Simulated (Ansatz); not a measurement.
AgRh:

```xyz
2
Lattice="2.7776 0.0000 0.0000 -1.3888 2.4055 0.0000 0.0000 0.0000 4.8086" Properties=species:S:1:pos:R:3 pbc="T T T"
Ag    0.0000    0.0000    2.4043
Rh    1.3888    0.8018    0.0000
```

The cell comes from a database or a generator and needn't be the stable form of this composition.

```yaml
Program: Ansatz 0.2.0
Task: relaxation of cell and atoms
Functional: HSE06
Potentials_or_basis: Ansatz PAW
Cutoff: "420 eV (not typed: the program's choice for these potentials)"
k_mesh: 6 × 6 × 3
Occupations: fermi-dirac, width 0.05 eV
Spin: no spin polarisation
```

At the start: volume 16.06 Å³/atom.

Q: Where does the relaxation end?

A: It ends after 4 steps and the volume is 15.39 Å³/atom (-4.2 %); space group P-6m2 (No. 187, to 0.05 Å).

Step by step:
```tsv
step	energy change (eV)	largest force (eV/Å)	volume (Å³)
1	0.0000	0.0000	32.13
2	-0.0324	0.0000	30.91
3	-0.0330	0.0000	30.79
4	-0.0317	0.0000	30.79
```

Final structure:
```yaml
crystal:
  lattice:
    - [2.72854, 0.00000, 0.00000]
    - [-1.36427, 2.36299, 0.00000]
    - [0.00000, 0.00000, 4.77487]
  atoms:
    - { symbol: Ag, position: [0.00000, 0.00000, 0.50000] }
    - { symbol: Rh, position: [0.66667, 0.33333, 0.00000] }
```

Caveat: the k mesh is coarse (spacing up to 0.44 Å⁻¹), so the values aren't converged, least of all with exact exchange; the plane-wave basis is chosen anew once the cell has moved, so the energies of steps on either side of that aren't comparable; the PAW data sets come from PBE, with cores solved anew for the run's functional, which leaves a small shift of forces and pressure.
